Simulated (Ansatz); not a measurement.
**C₂H₅FOSi: geometry optimisation**

Aim: relax C₂H₅FOSi at this level.

Program: Ansatz 0.2.0. Level of theory: RKS PBE0-D4/def2-SVP. These are calculated values, not measurements.

## 1. Where the work starts

SMILES `FC1OC[SiH2]1`, 10 atoms, charge 0, spin multiplicity 1.

Atoms are counted from 1 here; the program's logs count them from 0.

Bond lengths: F1–C2 1.397 Å, C2–O3 1.410 Å, C2–Si5 1.935 Å, C2–H6 1.111 Å, O3–C4 1.461 Å, C4–Si5 1.922 Å, C4–H7 1.112 Å, C4–H8 1.109 Å, Si5–H9 1.504 Å, Si5–H10 1.504 Å. Angles: F1–C2–O3 111.3°, F1–C2–Si5 112.0°, F1–C2–H6 107.1°, O3–C2–Si5 89.7°, O3–C2–H6 109.8°, Si5–C2–H6 125.5°, C2–O3–C4 103.9°, O3–C4–Si5 88.8°, O3–C4–H7 111.6°, O3–C4–H8 110.0°, Si5–C4–H7 116.3°, Si5–C4–H8 119.4°, H7–C4–H8 108.9°, C2–Si5–C4 71.8°, C2–Si5–H9 114.0°, C2–Si5–H10 121.2°, C4–Si5–H9 112.6°, C4–Si5–H10 122.0° and more.

As a file:

```xyz
10
charge 0, multiplicity 1
F    -2.09474    0.19872   -0.43634
C    -1.08331    0.12298    0.52491
O    -0.45727   -1.14071    0.51120
C     0.67926   -0.95990   -0.38924
Si    0.56173    0.93498   -0.09009
H    -1.55854    0.29740    1.51428
H     0.44604   -1.31255   -1.41826
H     1.55810   -1.51831   -0.00798
H     1.46419    1.40291    1.01875
H     0.56764    1.92328   -1.22433
```

## 2. Relaxation

Contents of input.yaml:

```yaml
crystal:
  periodic: [false, false, false]
  atoms:
    - { symbol: F, position_ang: [-2.094742, 0.198715, -0.436344] }
    - { symbol: C, position_ang: [-1.083314, 0.122979, 0.524912] }
    - { symbol: O, position_ang: [-0.457271, -1.140705, 0.511199] }
    - { symbol: C, position_ang: [0.679262, -0.9599, -0.389237] }
    - { symbol: Si, position_ang: [0.561729, 0.934982, -0.090086] }
    - { symbol: H, position_ang: [-1.558541, 0.297403, 1.514276] }
    - { symbol: H, position_ang: [0.446042, -1.31255, -1.41826] }
    - { symbol: H, position_ang: [1.558104, -1.518309, -0.007976] }
    - { symbol: H, position_ang: [1.464195, 1.402911, 1.018747] }
    - { symbol: H, position_ang: [0.567637, 1.923275, -1.224331] }
basis:
  gaussian: { orbitals: def2-SVP }
hamiltonian:
  xc: pbe0
  dispersion: d4
output:
  forces: true
relax:
  f_tol: 0.003
  max_steps: 120
```

Command:

```
ansatz run input.yaml --threads 1 --pin off --max-ram 2560MiB --backend cpu --events-out ev --progress --plain --runs-dir out
```

What does the calculation give? Wanted: energy gained; root mean square move; dipole moment.

**Answer**, as computed:

```
             quantity      value
        energy gained  0.0301 eV
root mean square move    0.035 Å
        dipole moment     2.37 D
```

**Reading.** Bond lengths: F1–C2 1.377 Å, C2–O3 1.394 Å, C2–Si5 1.923 Å, C2–H6 1.102 Å, O3–C4 1.442 Å, C4–Si5 1.909 Å, C4–H7 1.104 Å, C4–H8 1.100 Å, Si5–H9 1.493 Å, Si5–H10 1.492 Å. Angles: F1–C2–O3 111.0°, F1–C2–Si5 112.0°, F1–C2–H6 107.2°, O3–C2–Si5 90.0°, O3–C2–H6 110.0°, Si5–C2–H6 125.2°, C2–O3–C4 104.7°, O3–C4–Si5 89.2°, O3–C4–H7 111.5°, O3–C4–H8 110.2°, Si5–C4–H7 116.4°, Si5–C4–H8 119.1°, H7–C4–H8 108.8°, C2–Si5–C4 71.7°, C2–Si5–H9 115.1°, C2–Si5–H10 119.8°, C4–Si5–H9 114.0°, C4–Si5–H10 121.1° and more. No frequencies were computed here.
